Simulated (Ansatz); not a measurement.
**GeAsH₂ (quartet): from Hartree-Fock to the top rungs, cc-pVDZ**

Aim: climb from Hartree-Fock through coupled cluster and multireference methods for GeAsH₂ (quartet) at one geometry and basis, and see what each rung misses.

Computed with Ansatz 0.2.0, Gaussian basis. Level: cc-pVDZ, core rule «outside noble gas», up to 28 orbitals frozen.

Plan: UHF; CCSD(T) on ROHF; CCSD(T) on UHF; BCCD(T) on ROHF; CISD; CCSDT(Q) on ROHF; CCSDT(Q) on UHF; CCSDTQ on ROHF; CASSCF and MRCISD+Q, 11 electrons in 10 orbitals; CASSCF and MRCISD+Q(relaxed), 11 electrons in 10 orbitals; CASSCF and NEVPT2, 11 electrons in 10 orbitals.

4 further runs of the same task are left out: 4 set aside as unsound or not needed.

## Step 1: The system

The geometry is a PBE0/def2-TZVP stationary point (not a proven minimum). No spin-orbit coupling is included. The filled d shell of Ge, As may be among the frozen orbitals whatever the setting's name suggests; the logs give the count.

4 atoms, charge 0, spin multiplicity 4.

Atoms are counted from 1 here; the program's logs count them from 0.

Bond lengths: Ge1–As2 2.476 Å, Ge1–H3 1.556 Å, Ge1–H4 1.556 Å. Angles: As2–Ge1–H3 109.5°, As2–Ge1–H4 109.5°, H3–Ge1–H4 105.6°.

## Step 2: UHF

The input, in.yaml:

```yaml
crystal:
  periodic: [false, false, false]
  atoms:
    - {symbol: Ge, position_ang: [0.042430, 0.000000, 1.232357]}
    - {symbol: As, position_ang: [-0.021540, 0.000000, -1.242487]}
    - {symbol: H, position_ang: [-0.728368, 1.239617, 1.771279]}
    - {symbol: H, position_ang: [-0.728367, -1.239618, 1.771279]}
basis:
  gaussian: {orbitals: cc-pVDZ}
magnetization: {spin_polarized: true, initial_magnetization: 3}
hamiltonian: {xc: hf}
output: {orbitals: {seedname: orbitals}}
```

Launch:

```
ansatz run in.yaml --threads 1 --pin off --events-out ev --progress --plain --max-ram 4096MiB --backend cpu
```

Further steps of the session: CCSD(T) on ROHF; CCSD(T) on UHF; BCCD(T) on ROHF; CISD; CCSDT(Q) on ROHF; CCSDT(Q) on UHF; CCSDTQ on ROHF; CASSCF and MRCISD+Q, 11 electrons in 10 orbitals; CASSCF and MRCISD+Q(relaxed), 11 electrons in 10 orbitals; CASSCF and NEVPT2, 11 electrons in 10 orbitals.

Q: Predict the results of all the runs planned. Wanted: RCCSDTQ below the RHF energy; RMP2 from RCCSDTQ; UMP2 from RCCSDTQ; RCCSD from RCCSDTQ; RCCSD(T) from RCCSDTQ; UCCSD(T) from RCCSDTQ; RCCSDT(Q) from RCCSDTQ; UCCSDT(Q) from RCCSDTQ; NEVPT2 valence from RCCSDTQ.

**Answer**, as computed:

| quantity | value |
| --- | --- |
| RCCSDTQ below the RHF energy | -5.2317 eV |
| RMP2 from RCCSDTQ | +1115.8 meV |
| UMP2 from RCCSDTQ | +1119.7 meV |
| RCCSD from RCCSDTQ | +166.7 meV |
| RCCSD(T) from RCCSDTQ | +36.9 meV |
| UCCSD(T) from RCCSDTQ | +24.7 meV |
| RCCSDT(Q) from RCCSDTQ | +0.9 meV |
| UCCSDT(Q) from RCCSDTQ | -11.3 meV |
| NEVPT2 valence from RCCSDTQ | +980.4 meV |
| MRCISD+Q valence from RCCSDTQ | +16.1 meV |
| MRCISD+Q(relaxed) valence from RCCSDTQ | -15.7 meV |
| levels within 1 kcal/mol (43 meV) | RCCSD(T), UCCSD(T), BCCD(T), RCCSDT, UCCSDT, RCCSDT(Q), UCCSDT(Q), MRCISD+Q valence, MRCISD+Q(relaxed) valence |
| T1 diagnostic | 0.021 |
| effectively unpaired electrons | 3.02 |

**Reading.** RCCSD(T) misses by +36.9 meV, 0.7 % of the correlation energy. One determinant dominates. Of the multireference levels listed MRCISD+Q(relaxed) valence comes nearest in total energy (-15.7 meV), which doesn't show that its space is the better one. These misses are within one basis, not against nature; the frozen cores of restricted and unrestricted runs differ, which can shift their rows.
